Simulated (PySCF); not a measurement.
# A diatomic session: TlCl

One table from this session's results is given with a row withheld; the runs are named, their logs left out.

Computed with PySCF 2.14.0. Level: Tl cc-pVDZ-PP with ECP60, Cl cc-pV(D+d)Z, scalar-relativistic core potentials.

Set-up of the first run:

A driver script around PySCF takes these settings:

* atoms: Tl, Cl
* charge: 0
* basis: Tl cc-pVDZ-PP with ECP60, Cl cc-pV(D+d)Z
* Hamiltonian: scalar-relativistic core potentials
* basis functions: 46
* electrons treated: 38
* masses in u: 204.9744, 34.9689
* levels: PBE0, PBE, r²SCAN, MN15, B97-3, B3LYP, CAM-B3LYP, HF, MP2, SCS-MP2, CCSD, CCSD(T)
* grid: 80 radial by 434 angular points
* occupations: held fixed by the projection of orbital angular momentum
* dissociation limit: Tl + Cl, each in its ground configuration
* starting distance in angstrom: 2.400
* values of 2S to try: 0, 2

Run with:

```
OMP_NUM_THREADS=1 python dia.py task.json out
```

Among the steps run: Set-up; PBE0 along the bond; Other states along the same grid; PBE (GGA); r²SCAN; MN15; B97-3; B3LYP (global hybrid GGA); CAM-B3LYP; RHF (mean field); MP2 and coupled cluster.

One of the session's tables, all rows but one given; the rest of the session is left out.

It belongs to the step «The curves together». Energy (eV) from each level's lowest point:

```
R (Å)    RHF  RHF-MP2  RHF-SCS-MP2  RHF-CCSD  RHF-CCSD(T)
2.184  0.979    0.862        0.905       n/a          n/a
2.286  0.451    0.369        0.399     0.401        0.399
2.388  0.156    0.108        0.124     0.126        0.125
2.464  0.044    0.020        0.028     0.028        0.028
2.540  0.000    0.000        0.000     0.000        0.000
2.616      ?        ?            ?         ?            ?
2.718  0.076    0.131        0.114     0.112        0.114
2.845  0.224    0.316        0.289     0.285        0.289
2.997  0.452    0.586        0.548     0.543        0.549
3.200  0.792    0.976        0.926       n/a          n/a
```

**Question.** Estimate the row for R (Å) = 2.616.

Worked estimate for «RHF». A straight line through the neighbours (2.540, 0.000) and (2.718, 0.076) gives 0.000 + (0.076 − 0.000) × (2.616 − 2.540) / (2.718 − 2.540) = 0.032; a parabola fitted to 4 rows on both sides gives 0.012.

**Answer.** RHF: 0.008; RHF-MP2: 0.032; RHF-SCS-MP2: 0.024; RHF-CCSD: 0.023; RHF-CCSD(T): 0.024. In «RHF» the line misses by +0.024 and the parabola by +0.004.
